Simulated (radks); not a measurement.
**Excited configurations of K⁺**

One table from this session's results is given with a row withheld; the runs are named, their logs left out.

Program: radks (a radial shooting solver on a logarithmic mesh, Libxc functionals) version 1. Level of theory: non-relativistic Kohn-Sham, PBEsol, spin-polarised, spherical densities, point nucleus; open shells are filled with parallel spins first. These are calculated values, not measurements, unless marked.

## The atom as given

| Item | Value |
| --- | --- |
| element | potassium (Z = 19) |
| charge | +1 |
| electrons | 18 |
| configuration | [Ar] |

Outer shells as boxes (Hund's rule):

K⁺
```
[Ne] core
3s [↑↓]
3p [↑↓][↑↓][↑↓]
```

Set-up of the first run:

Input:

```text
Z 19
configuration [Ar]
relativity non-relativistic
functional pbe_sol,pbe_sol
spin polarised
nucleus point
```

Steps of the session up to this table: Ground configuration: [Ar].

One of the session's tables, all rows but one given; the rest of the session is left out.

It belongs to the step «Ground configuration: [Ar]». Sizes of the orbitals, from the radial functions (bohr):

| level | <r> | outermost maximum (interpolated) | 90 % within | nodes |
| --- | --- | --- | --- | --- |
| 1s | 0.08163 | 0.0536 | 0.146 | 0 |
| 2s | 0.3905 | 0.321 | 0.608 | 1 |
| 2p | ? | ? | ? | ? |
| 3s | 1.274 | 1.08 | 1.92 | 2 |
| 3p | 1.427 | 1.16 | 2.22 | 1 |

Q: Estimate the row for 2p from the others.

As computed: <r>: 0.3516; outermost maximum (interpolated): 0.264; 90 % within: 0.581; nodes: 0. In the column «<r>» it lies between 1s (0.08163) and 2s (0.3905).

To keep in mind: Open shells are spherical and high-spin; term and fine-structure splittings are not resolved.
